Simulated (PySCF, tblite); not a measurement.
# C4H11BSSi2: geometry, infrared bands and NMR shifts

Aim: predict the infrared bands and NMR shifts of C4H11BSSi2 (`CB1[SiH2]S[SiH2]C12CC2`).

The runs use tblite 0.8.0 and PySCF 2.14.0, with density-fitted response routines of our own; the level of theory stands in each step. All values are computed, except where a source is named. Atoms count from 0, in the outputs and in this text.

**1. The molecule as given**

19 atoms, charge 0, multiplicity 1; geometry from: force field or distance geometry start.

Bonds of the start (Å): C0–B1 1.59, B1–Si2 1.92, Si2–S3 2.16, S3–Si4 2.17, Si4–C5 1.87, C5–C6 1.52, C6–C7 1.53, C5–B1 1.59, C7–C5 1.52, C0–H8 1.11, C0–H9 1.10, C0–H10 1.12, Si2–H11 1.48, Si2–H12 1.48, Si4–H13 1.46, Si4–H14 1.47, C6–H15 1.11, C6–H16 1.11, C7–H17 1.10, C7–H18 1.12.

**2. Optimising the geometry with GFN2-xTB**

The job: settings as JSON, then the geometry in Å.

```
{"job": {"kind": "relax", "xc": "GFN2-xTB", "basis": "xTB"}, "charge": 0, "multiplicity": 1}
C     -1.753700    -1.291300     0.622700
B     -0.918800    -0.036300     0.107900
Si    -1.698100     1.695400    -0.159900
S     -0.112600     3.028500    -0.772600
Si     1.428300     1.660600    -0.100400
C      0.660000    -0.043000    -0.042300
C      1.223200    -1.038600    -1.047700
C      1.511900    -1.207000     0.448600
H     -1.405000    -1.597300     1.631200
H     -1.644800    -2.135000    -0.079600
H     -2.839700    -1.020000     0.682000
H     -2.729000     1.623100    -1.219600
H     -2.310500     2.174500     1.103100
H      1.864900     2.042700     1.242000
H      2.570600     1.710100    -1.028200
H      0.518000    -1.807300    -1.425500
H      2.122700    -0.728000    -1.614700
H      2.548400    -0.968500     0.731200
H      0.954500    -2.053400     0.914600
```

Command:

```bash
> OMP_NUM_THREADS=1 python probes_run.py task.json out
```

One launch serves the whole session: the jobs run in the order shown.

**Question.** This job is followed by: GFN2-xTB harmonic vibrations, gas phase; GIAO PBE0/pcSseg-1 NMR shielding, non-relativistic, gas phase. Predict these results of the whole session: strongest single infrared mode (GFN2-xTB); zero-point energy (GFN2-xTB); ¹³C shifts against TMS (PBE0/pcSseg-1, means over atoms taken as alike); ¹H shifts against TMS (PBE0/pcSseg-1, means over atoms taken as alike); ¹¹B shifts against BF3·OEt2 (PBE0/pcSseg-1); ²⁹Si shifts against TMS (PBE0/pcSseg-1); ³³S shifts against CS2 (PBE0/pcSseg-1).

**Answer**, as computed:

| quantity | value |
| --- | --- |
| strongest single infrared mode (GFN2-xTB) | 726 cm⁻¹, 536 km/mol |
| zero-point energy (GFN2-xTB) | 85.6 kcal/mol |
| ¹³C shifts against TMS (PBE0/pcSseg-1, means over atoms taken as alike) | 22.8, 22.5, 12.6 ppm |
| ¹H shifts against TMS (PBE0/pcSseg-1, means over atoms taken as alike) | 5.28, 5.14, 1.53, 1.45, 0.92 ppm |
| ¹¹B shifts against BF3·OEt2 (PBE0/pcSseg-1) | 102.0 ppm |
| ²⁹Si shifts against TMS (PBE0/pcSseg-1) | 15.5, -33.9 ppm |
| ³³S shifts against CS2 (PBE0/pcSseg-1) | -321 ppm |

In words: Over 150 steps the energy fell by 0.488 eV; of the close pairs, C6–C7 changed most, 1.533 to 1.472 Å. No mode is imaginary among the 51: a minimum at this level. The strongest single mode, at 726 cm⁻¹, is carried by H13, H14, H11, H12. GFN2-xTB is a fitted tight-binding method: band positions and strengths are rough. Its intensities can rank the bands wrongly. At PBE0/pcSseg-1: Shielding is most anisotropic at Si2 (span 197 ppm, paramagnetic term -497 ppm).
